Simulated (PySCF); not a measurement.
# In₃Se⁺: a ladder of methods

How much do the numbers for In₃Se⁺ (singlet) hang on the method? All levels run at one geometry, the PBE0 minimum.

Program: PySCF 2.14.0. Level of theory: several methods, basis Se def2-SVP, In def2-SVP with ECP28, scalar-relativistic core potentials, no spin–orbit coupling, density fitting. These are calculated values, not measurements.

## (1) Starting geometry

4 atoms, charge 1, spin multiplicity 1.

Bond lengths: Se1–In2 2.768 Å, Se1–In3 2.769 Å, Se1–In4 2.769 Å. Angles: In2–Se1–In3 120.2°, In2–Se1–In4 120.2°, In3–Se1–In4 119.7°.

```xyz
4
charge 1 multiplicity 1
Se    0.0000    0.0000    0.0028
In    0.0000    0.0000    2.7706
In    2.3939    0.0000   -1.3882
In   -2.3939    0.0000   -1.3882
```

## (2) Fields at the lowest minimum

The plane holds Se1 at (0.00, 0.00), In2 at (2.77, 0.00), In3 at (-1.39, 2.39), In4 at (-1.39, -2.39) Å. Columns run from x = -3.45 to 4.95 Å, rows from y = 4.65 (top) to -4.35 Å, in steps of 0.3 Å. Electrons inside core potentials are absent.

Density (cut at 5 e/Å³):

Ten steps from '0' (0.000 e/Å³) to '9' (5.000 e/Å³), finer at the low end (step k begins (100^(k/10) - 1)/99 of the way up):
```
00000000000000000000000000000
00000000000000000000000000000
00001111110000000000000000000
00011222221000000000000000000
00122344432100000000000000000
00124578753210000000000000000
01235899974210000000000000000
01236998995310000000000000000
01236998995311000000000000000
00135899974321000000000000000
00123578753321110001111100000
00012344443333211112222210000
00001223344554322223444321000
00000123456666533346787532100
00000123467997643359999742100
00000123569999654479999953100
00000123569999654479999953100
00000123467997643359999742100
00000123456666533346787532100
00001223344554322223444321000
00012344443333211112222210000
00123578753321110001111100000
00135899974321000000000000000
01236998995311000000000000000
01236998995310000000000000000
01235899974210000000000000000
00124578753210000000000000000
00122344432100000000000000000
00011222221000000000000000000
00001111110000000000000000000
00000000000000000000000000000
```

ELF (0 where the density is under 0.005 e/Å³):

Ten even steps from '0' (0.00) to '9' (0.90):
```
00006788760000000000000000000
00589999987400000000000000000
06999988888740000000000000000
08998765556762000000000000000
79975433334553000000000000000
89853344323342000000000000000
89643588842332000000000000000
88533760862221000000000000000
77533760862211000000123000000
67432588842211110001356765000
46432345321233321012346788700
04432222123677642122334579970
01222222358888863122222358995
00001124786336873223453246997
00000136861441684126887435899
00000247834664384138308535899
00000247834664384138308535899
00000136861441684126887435899
00001124786336873223453246997
01222222358888863122222358995
04432222123677642122334579970
46432345321233321012346788700
67432588842211110001356765000
77533760862211000000123000000
88533760862221000000000000000
89643588842332000000000000000
89853344323342000000000000000
79975433334553000000000000000
08998765556762000000000000000
06999988888740000000000000000
00589999987400000000000000000
```

Lowest empty orbital at -5.53 eV (sign arbitrary; one member if degenerate):

Ten even steps from '0' (-0.26 Å^-3/2) to '9' (0.29 Å^-3/2):
```
44444455555555555554444444444
44444455555555555554444444444
44444455666665555555444444444
43334455667666555555444444444
33333456677766655555544444444
33223345678776655555544444444
32222343478877655555544444444
32112473058877655555554444444
22111594057876655555555554444
22111365467776655544455555554
22111234567766555444455555555
32211123456665544444445555555
32222223456655444444445555555
33222233455554433333445555555
33333333455443323334444555555
33333333455364222235643555555
33333333455364222235643555555
33333333455443323334444555555
33222233455554433333445555555
32222223456655444444445555555
32211123456665544444445555555
22111234567766555444455555555
22111365467776655544455555554
22111594057876655555555554444
32112473058877655555554444444
32222343478877655555544444444
33223345678776655555544444444
33333456677766655555544444444
43334455667666555555444444444
44444455666665555555444444444
44444455555555555554444444444
```

Making the fields needed 3.5 s of wall time on 2 threads of Arm Neoverse V1, shared host.

## (3) PBE0

The steps are one call of a driver around PySCF; scf.py gives each level's set-up. Each SCF starts from the density of the minimum. The driver also runs the species with one electron less or more at the same geometry; their logs are not shown.

scf.py

```python
from pyscf import gto, scf, dft
mol = gto.M(atom='''
Se    -0.000000     0.000000     0.002790
In    -0.000000    -0.000000     2.770639
In     2.393856    -0.000000    -1.388165
In    -2.393856     0.000000    -1.388165''',
    basis={'Se': 'def2-SVP', 'In': 'def2-SVP'},
    ecp={'In': 'def2-SVP'},
    charge=1, spin=0)
mf = dft.RKS(mol, xc='PBE0')
mf.grids.atom_grid = (75, 302)
aux = {'Se': 'def2-universal-JKFIT', 'In': 'def2-universal-JKFIT'}
mf = mf.density_fit(auxbasis=aux)
mf.conv_tol = 1e-08
mf.diis_space = 10
mf.max_cycle = 60
mf.verbose = 4
mf.kernel()
```

Run with:

```console
$ OMP_NUM_THREADS=2 python axn.py task.json out
```

What it wrote:

```text
init E= -2971.3332286326
  HOMO = -0.367871347733673  LUMO = -0.203188869461618  gap/eV = 4.48124
cycle= 1 E= -2971.33322863257  delta_E= 2.82e-11  |g|= 1.13e-05  |ddm|= 2.87e-05
  HOMO = -0.367873089111173  LUMO = -0.203190134944667  gap/eV = 4.48125
Extra cycle  E= -2971.33322863251  delta_E= 5.37e-11  |g|= 1.71e-05  |ddm|= 4.11e-05
converged SCF energy = -2971.33322863251
```

This level, with the species of one electron less or more, took 9.4 s.

```
energy                        : -2971.333229 Eh
one electron less (charge +2) : -2970.908754 Eh (doublet, ⟨S²⟩ 0.76)
one electron more (charge +0) : -2971.488865 Eh (doublet, ⟨S²⟩ 0.76)
Mulliken charge of Se1        : -0.67 e
```

## (4) HF

scf.py, as its differences from that of step 3:

```diff
@@ -10,2 +10 @@
-mf = dft.RKS(mol, xc='PBE0')
-mf.grids.atom_grid = (75, 302)
+mf = scf.RHF(mol)
```

What it wrote, cut to the lines that bear on the results:

```text
[... the frontier levels of the middle cycles are left out ...]
init E= -2967.13331772265
  HOMO = -0.415791268454632  LUMO = -0.108228040758457  gap/eV = 8.36922
cycle= 1 E= -2967.16061431523  delta_E= -0.0273  |g|= 0.0908  |ddm|= 0.703
  HOMO = -0.420181443210301  LUMO = -0.112016631359895  gap/eV = 8.38559
cycle= 2 E= -2967.16303080113  delta_E= -0.00242  |g|= 0.0357  |ddm|= 0.274
  HOMO = -0.424448025023109  LUMO = -0.11419370409784  gap/eV = 8.44245
cycle= 3 E= -2967.16332518069  delta_E= -0.000294  |g|= 0.0111  |ddm|= 0.0505
cycle= 4 E= -2967.16340359062  delta_E= -7.84e-05  |g|= 0.00257  |ddm|= 0.0469
cycle= 5 E= -2967.16340864581  delta_E= -5.06e-06  |g|= 0.000783  |ddm|= 0.0076
cycle= 6 E= -2967.16340958953  delta_E= -9.44e-07  |g|= 0.000205  |ddm|= 0.00335
cycle= 7 E= -2967.16340965467  delta_E= -6.51e-08  |g|= 5.06e-05  |ddm|= 0.000752
cycle= 8 E= -2967.16340965714  delta_E= -2.47e-09  |g|= 8.73e-06  |ddm|= 0.000172
  HOMO = -0.425875142625795  LUMO = -0.115319626142976  gap/eV = 8.45065
Extra cycle  E= -2967.1634096572  delta_E= -6.05e-11  |g|= 3.94e-06  |ddm|= 2.87e-05
converged SCF energy = -2967.1634096572
```

This level, with the species of one electron less or more, took 7.6 s.

- energy: -2967.163410 Eh
- one electron less (charge +2): -2966.770736 Eh (doublet, ⟨S²⟩ 0.83)
- one electron more (charge +0): -2967.292934 Eh (doublet, ⟨S²⟩ 0.77)
- Mulliken charge of Se1: -0.91 e

## (5) PBE

scf.py, as its differences from that of step 4:

```diff
@@ -10 +10,2 @@
-mf = scf.RHF(mol)
+mf = dft.RKS(mol, xc='PBE')
+mf.grids.atom_grid = (75, 302)
```

What it wrote, cut to the lines that bear on the results:

```text
[... the frontier levels of the middle cycles are left out ...]
init E= -2971.26762160508
  HOMO = -0.337419909051189  LUMO = -0.227851019967013  gap/eV = 2.98152
cycle= 1 E= -2971.27040629419  delta_E= -0.00278  |g|= 0.0874  |ddm|= 0.292
  HOMO = -0.348066055779374  LUMO = -0.2301530215371  gap/eV = 3.20858
cycle= 2 E= -2971.26737703559  delta_E= 0.00303  |g|= 0.131  |ddm|= 0.239
  HOMO = -0.337896238267296  LUMO = -0.227306786752271  gap/eV = 3.00929
cycle= 3 E= -2971.27106972326  delta_E= -0.00369  |g|= 0.0362  |ddm|= 0.212
cycle= 4 E= -2971.27160523422  delta_E= -0.000536  |g|= 0.00267  |ddm|= 0.0639
cycle= 5 E= -2971.27160878858  delta_E= -3.55e-06  |g|= 0.00032  |ddm|= 0.00493
cycle= 6 E= -2971.27160881931  delta_E= -3.07e-08  |g|= 3.79e-05  |ddm|= 0.000702
cycle= 7 E= -2971.27160881962  delta_E= -3.1e-10  |g|= 1.55e-05  |ddm|= 9.71e-05
  HOMO = -0.340036519313157  LUMO = -0.227729848836245  gap/eV = 3.05602
Extra cycle  E= -2971.27160881931  delta_E= 3.11e-10  |g|= 2.97e-05  |ddm|= 8.96e-05
converged SCF energy = -2971.27160881931
```

This level, with the species of one electron less or more, took 2.4 min.

* energy: -2971.271609 Eh
* one electron less (charge +2): -2970.847948 Eh (doublet, ⟨S²⟩ 0.75)
* one electron more (charge +0): -2971.432223 Eh (doublet, ⟨S²⟩ 0.75)
* Mulliken charge of Se1: -0.56 e

## (6) B3LYP

scf.py, as its differences from that of step 5:

```diff
@@ -10 +10 @@
-mf = dft.RKS(mol, xc='PBE')
+mf = dft.RKS(mol, xc='B3LYP')
```

What it wrote:

```text
init E= -2971.85961564665
  HOMO = -0.361625922960697  LUMO = -0.210781386732336  gap/eV = 4.10469
cycle= 1 E= -2971.86055335105  delta_E= -0.000938  |g|= 0.022  |ddm|= 0.155
  HOMO = -0.363322440958113  LUMO = -0.211933956528139  gap/eV = 4.11949
cycle= 2 E= -2971.86057079916  delta_E= -1.74e-05  |g|= 0.0169  |ddm|= 0.037
  HOMO = -0.362181951745602  LUMO = -0.211362475977921  gap/eV = 4.10401
cycle= 3 E= -2971.86059823188  delta_E= -2.74e-05  |g|= 0.00418  |ddm|= 0.019
  HOMO = -0.362534851730772  LUMO = -0.211412946162335  gap/eV = 4.11224
cycle= 4 E= -2971.8606039746  delta_E= -5.74e-06  |g|= 0.000417  |ddm|= 0.00669
  HOMO = -0.362495029182974  LUMO = -0.211401880964067  gap/eV = 4.11145
cycle= 5 E= -2971.86060405086  delta_E= -7.63e-08  |g|= 9.66e-05  |ddm|= 0.000955
  HOMO = -0.362505790757981  LUMO = -0.211407961573963  gap/eV = 4.11158
cycle= 6 E= -2971.86060405603  delta_E= -5.18e-09  |g|= 1.63e-05  |ddm|= 0.00025
  HOMO = -0.362502329227223  LUMO = -0.211405849884315  gap/eV = 4.11154
Extra cycle  E= -2971.86060405604  delta_E= -4.55e-12  |g|= 1.36e-05  |ddm|= 4.89e-05
converged SCF energy = -2971.86060405604
```

This level, with the species of one electron less or more, needed 12 s of wall time on 2 threads of Arm Neoverse V1, shared host.

- energy: -2971.860604 Eh
- one electron less (charge +2): -2971.434515 Eh (doublet, ⟨S²⟩ 0.76)
- one electron more (charge +0): -2972.017984 Eh (doublet, ⟨S²⟩ 0.75)
- Mulliken charge of Se1: -0.60 e

## (7) r2SCAN

scf.py, as its differences from that of step 6:

```diff
@@ -10,2 +10,2 @@
-mf = dft.RKS(mol, xc='B3LYP')
-mf.grids.atom_grid = (75, 302)
+mf = dft.RKS(mol, xc='R2SCAN')
+mf.grids.atom_grid = (90, 434)
```

What it wrote, cut to the lines that bear on the results:

```text
[... the frontier levels of the middle cycles are left out ...]
init E= -2971.81349155397
  HOMO = -0.348842424184537  LUMO = -0.222768415639602  gap/eV = 3.43065
cycle= 1 E= -2971.81502259005  delta_E= -0.00153  |g|= 0.021  |ddm|= 0.219
  HOMO = -0.350894792572217  LUMO = -0.222802273115146  gap/eV = 3.48557
cycle= 2 E= -2971.81481545655  delta_E= 0.000207  |g|= 0.0315  |ddm|= 0.0806
  HOMO = -0.347894407536264  LUMO = -0.221651565618173  gap/eV = 3.43524
cycle= 3 E= -2971.81511977685  delta_E= -0.000304  |g|= 0.00741  |ddm|= 0.0551
cycle= 4 E= -2971.81513755518  delta_E= -1.78e-05  |g|= 0.000471  |ddm|= 0.0109
cycle= 5 E= -2971.81513759146  delta_E= -3.63e-08  |g|= 0.000164  |ddm|= 0.00102
cycle= 6 E= -2971.8151376034  delta_E= -1.19e-08  |g|= 1.91e-05  |ddm|= 0.000307
cycle= 7 E= -2971.81513760357  delta_E= -1.76e-10  |g|= 6.92e-06  |ddm|= 5.56e-05
  HOMO = -0.348118504908094  LUMO = -0.221462907606556  gap/eV = 3.44647
Extra cycle  E= -2971.81513760353  delta_E= 4e-11  |g|= 1.09e-05  |ddm|= 3.34e-05
converged SCF energy = -2971.81513760353
```

This level, with the species of one electron less or more, took 32 s.

* energy: -2971.815138 Eh
* one electron less (charge +2): -2971.388080 Eh (doublet, ⟨S²⟩ 0.76)
* one electron more (charge +0): -2971.976941 Eh (doublet, ⟨S²⟩ 0.76)
* Mulliken charge of Se1: -0.67 e

## (8) TPSSh

scf.py, as its differences from that of step 7:

```diff
@@ -10 +10 @@
-mf = dft.RKS(mol, xc='R2SCAN')
+mf = dft.RKS(mol, xc='TPSSH')
```

What it wrote, cut to the lines that bear on the results:

```text
[... the frontier levels of the middle cycles are left out ...]
init E= -2971.33663671675
  HOMO = -0.351112205320133  LUMO = -0.213589382305196  gap/eV = 3.74219
cycle= 1 E= -2971.33761516932  delta_E= -0.000978  |g|= 0.0572  |ddm|= 0.13
  HOMO = -0.354107099379499  LUMO = -0.21489115956452  gap/eV = 3.78826
cycle= 2 E= -2971.33760161776  delta_E= 1.36e-05  |g|= 0.052  |ddm|= 0.102
  HOMO = -0.350570812627975  LUMO = -0.213380509033839  gap/eV = 3.73314
cycle= 3 E= -2971.33788406608  delta_E= -0.000282  |g|= 0.0129  |ddm|= 0.062
cycle= 4 E= -2971.33794443173  delta_E= -6.04e-05  |g|= 0.000749  |ddm|= 0.0212
cycle= 5 E= -2971.337944698  delta_E= -2.66e-07  |g|= 0.000165  |ddm|= 0.0016
cycle= 6 E= -2971.3379447087  delta_E= -1.07e-08  |g|= 8.69e-06  |ddm|= 0.000329
cycle= 7 E= -2971.33794470871  delta_E= -1.23e-11  |g|= 2.91e-06  |ddm|= 1.89e-05
  HOMO = -0.351473321312604  LUMO = -0.213525061369167  gap/eV = 3.75376
Extra cycle  E= -2971.33794470871  delta_E= -1.82e-12  |g|= 4.02e-06  |ddm|= 1.15e-05
converged SCF energy = -2971.33794470871
```

This level, with the species of one electron less or more, took 27 s.

```
energy                        : -2971.337945 Eh
one electron less (charge +2) : -2970.915582 Eh (doublet, ⟨S²⟩ 0.76)
one electron more (charge +0) : -2971.493434 Eh (doublet, ⟨S²⟩ 0.75)
Mulliken charge of Se1        : -0.67 e
```

## (9) CAM-B3LYP

scf.py, as its differences from that of step 8:

```diff
@@ -10,2 +10,2 @@
-mf = dft.RKS(mol, xc='TPSSH')
-mf.grids.atom_grid = (90, 434)
+mf = dft.RKS(mol, xc='CAMB3LYP')
+mf.grids.atom_grid = (75, 302)
```

What it wrote, cut to the lines that bear on the results:

```text
[... the frontier levels of the middle cycles are left out ...]
init E= -2971.66188718923
  HOMO = -0.405427466780348  LUMO = -0.171913932734245  gap/eV = 6.35423
cycle= 1 E= -2971.66285353956  delta_E= -0.000966  |g|= 0.026  |ddm|= 0.112
  HOMO = -0.403862658118621  LUMO = -0.172648945866277  gap/eV = 6.29165
cycle= 2 E= -2971.66292475124  delta_E= -7.12e-05  |g|= 0.0137  |ddm|= 0.0537
  HOMO = -0.405810309063859  LUMO = -0.172829653263223  gap/eV = 6.33973
cycle= 3 E= -2971.66297676412  delta_E= -5.2e-05  |g|= 0.00521  |ddm|= 0.0247
cycle= 4 E= -2971.66298383832  delta_E= -7.07e-06  |g|= 0.000614  |ddm|= 0.00703
cycle= 5 E= -2971.66298421617  delta_E= -3.78e-07  |g|= 0.000151  |ddm|= 0.00228
cycle= 6 E= -2971.66298424138  delta_E= -2.52e-08  |g|= 5.17e-05  |ddm|= 0.000444
cycle= 7 E= -2971.66298424514  delta_E= -3.77e-09  |g|= 1.22e-05  |ddm|= 0.000226
  HOMO = -0.4052853042387  LUMO = -0.172677057702271  gap/eV = 6.32959
Extra cycle  E= -2971.6629842453  delta_E= -1.59e-10  |g|= 8.73e-06  |ddm|= 4.11e-05
converged SCF energy = -2971.6629842453
```

This level, with the species of one electron less or more, took 19 s.

* energy: -2971.662984 Eh
* one electron less (charge +2): -2971.235973 Eh (doublet, ⟨S²⟩ 0.76)
* one electron more (charge +0): -2971.813240 Eh (doublet, ⟨S²⟩ 0.76)
* Mulliken charge of Se1: -0.65 e

## (10) BHandHLYP

scf.py, as its differences from that of step 9:

```diff
@@ -10 +10 @@
-mf = dft.RKS(mol, xc='CAMB3LYP')
+mf = dft.RKS(mol, xc='BHANDHLYP')
```

What it wrote, cut to the lines that bear on the results:

```text
[... the frontier levels of the middle cycles are left out ...]
init E= -2971.37166578264
  HOMO = -0.390764623674351  LUMO = -0.177228484263542  gap/eV = 5.81061
cycle= 1 E= -2971.37429568763  delta_E= -0.00263  |g|= 0.0438  |ddm|= 0.224
  HOMO = -0.388562064486507  LUMO = -0.177872020100419  gap/eV = 5.73317
cycle= 2 E= -2971.37438716241  delta_E= -9.15e-05  |g|= 0.0339  |ddm|=  0.1
  HOMO = -0.391761798957686  LUMO = -0.178955153694367  gap/eV = 5.79076
cycle= 3 E= -2971.37454275236  delta_E= -0.000156  |g|= 0.00569  |ddm|= 0.0365
cycle= 4 E= -2971.37455181105  delta_E= -9.06e-06  |g|= 0.00114  |ddm|= 0.0101
cycle= 5 E= -2971.37455245233  delta_E= -6.41e-07  |g|= 0.000245  |ddm|= 0.00274
cycle= 6 E= -2971.37455248851  delta_E= -3.62e-08  |g|= 4.32e-05  |ddm|= 0.000679
cycle= 7 E= -2971.37455249107  delta_E= -2.56e-09  |g|= 7.92e-06  |ddm|= 0.000168
  HOMO = -0.391515360309382  LUMO = -0.179039901600078  gap/eV = 5.78175
Extra cycle  E= -2971.37455249112  delta_E= -4.91e-11  |g|= 4.41e-06  |ddm|= 2.73e-05
converged SCF energy = -2971.37455249112
```

This level, with the species of one electron less or more, needed 13 s of wall time on 2 threads of Arm Neoverse V1, shared host.

* energy: -2971.374552 Eh
* one electron less (charge +2): -2970.953288 Eh (doublet, ⟨S²⟩ 0.77)
* one electron more (charge +0): -2971.521956 Eh (doublet, ⟨S²⟩ 0.76)
* Mulliken charge of Se1: -0.72 e

The dipole of an ion depends on the origin, here the centre of mass.

## (11) The ladder

| level | vertical ionisation energy (eV) | vertical electron affinity (eV) | −ε(HOMO) (eV) | gap (eV) | dipole (D) | wall time |
| --- | --- | --- | --- | --- | --- | --- |
| PBE0 | 11.55 | 4.24 | 10.01 | 4.48 | 0.01 | 9.4 s |
| HF | 10.69 | 3.52 | 11.59 | 8.45 | 0.01 | 7.6 s |
| PBE | 11.53 | 4.37 | 9.25 | 3.06 | 0.01 | 2.4 min |
| B3LYP | 11.59 | 4.28 | 9.86 | 4.11 | 0.01 | 12 s |
| r2SCAN | 11.62 | 4.40 | 9.47 | 3.45 | 0.01 | 32 s |
| TPSSh | 11.49 | 4.23 | 9.56 | 3.75 | 0.01 | 27 s |
| CAM-B3LYP | 11.62 | 4.09 | 11.03 | 6.33 | 0.01 | 19 s |
| BHandHLYP | 11.46 | 4.01 | 10.65 | 5.78 | 0.01 | 13 s |

Times are for 2 threads of Arm Neoverse V1, shared host; PBE0 starts from its own converged density, so its time is not comparable. A dash stands where a species or a free atom was not run at that level, or the quantity is not defined.

## (12) What came out

| quantity | value |
| --- | --- |
| vertical ionisation energy, range | 10.69 (HF) to 11.62 (r2SCAN) eV |
| vertical electron affinity, range | 3.52 (HF) to 4.40 (r2SCAN) eV |
| orbital gap, range | 3.06 (PBE) to 8.45 (HF) eV |

What this shows: The vertical ionisation energy spreads over 0.94 eV, from HF to r2SCAN; without a CCSD(T) value for it there is no yardstick here.
